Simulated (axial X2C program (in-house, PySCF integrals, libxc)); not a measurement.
**A two-component session on SnN⁺: properties at the nuclei**

Wanted for SnN⁺: properties at the nuclei, at the two-component level.

Program: an in-house X2C program for linear molecules on PySCF integrals. Level of theory: two-component X2C with atomic mean-field terms, Sn dyall-cv3z, N dyall-av3z. These are calculated values, not measurements.

### 1 The job

task.json

```json
{"zs": [50, 7], "q": 1, "bas": ["dyall-cv3z", "dyall-av3z"], "r0": 1.9, "levels": ["PBE0", "HF", "r2SCAN", "PBE", "LDA"], "nst": 3}
```

Keys: zs atomic numbers; q charge; bas basis sets; r0 starting distance in Å; levels methods (HF also brings MP2); nst determinants followed.

Launch:

```
$ python soeom.py task.json out
```

Further steps of the session: Expectation values, lowest determinant; Expectation values, a higher determinant; Expectation values, a higher determinant.

What does the calculation give? Wanted: lowest determinant; Eeff magnitude; Ws magnitude Sn; A∥/gI Sn; qzz Sn; higher determinant (for each run or level that gives them).

The runs gave:

```
                                        quantity                                            value
                              lowest determinant  Ω = 1 (excess of +ω over −ω: ω = -1/2, ω = 3/2)
                    Eeff magnitude (GV/cm), PBE0                                             0.36
                     Ws magnitude Sn (kHz), PBE0                                            0.295
                            A∥/gI Sn (MHz), PBE0                                            -93.4
                             qzz Sn (a.u.), PBE0                                            -8.81
                              higher determinant   Ω = 2 (excess of +ω over −ω: ω = 1/2, ω = 3/2)
Eeff magnitude (GV/cm), PBE0, higher determinant                                             7.77
 Ws magnitude Sn (kHz), PBE0, higher determinant                                             2.31
        A∥/gI Sn (MHz), PBE0, higher determinant                                              389
         qzz Sn (a.u.), PBE0, higher determinant                                            -1.36
                              higher determinant        Ω = 1 (excess of +ω over −ω: 2 × ω = 1/2)
Eeff magnitude (GV/cm), PBE0, higher determinant                                             8.87
 Ws magnitude Sn (kHz), PBE0, higher determinant                                             5.27
        A∥/gI Sn (MHz), PBE0, higher determinant                                              419
         qzz Sn (a.u.), PBE0, higher determinant                                            -2.84
```

In the first state, the effective field runs from 0.295 to 2.89 GV/cm over the mean-field levels, so the levels don't agree on it. The expectation values come from single determinants, which for open shells can mix terms of unlike spin or miss the lowest Ω, so a determinant need not be a state. Eeff is the effective electric field on the electron dipole moment in this Ω state and Ws the scalar–pseudoscalar constant (defined with the proton number Z and per Ω); A∥ is the parallel hyperfine constant, which follows by multiplying with the nuclear g factor gI = μI/(I μN); qzz is the electric field gradient, eQq0 = 234.96 MHz × Q/barn × qzz. The operators were transformed with the bare-nucleus X2C matrices.
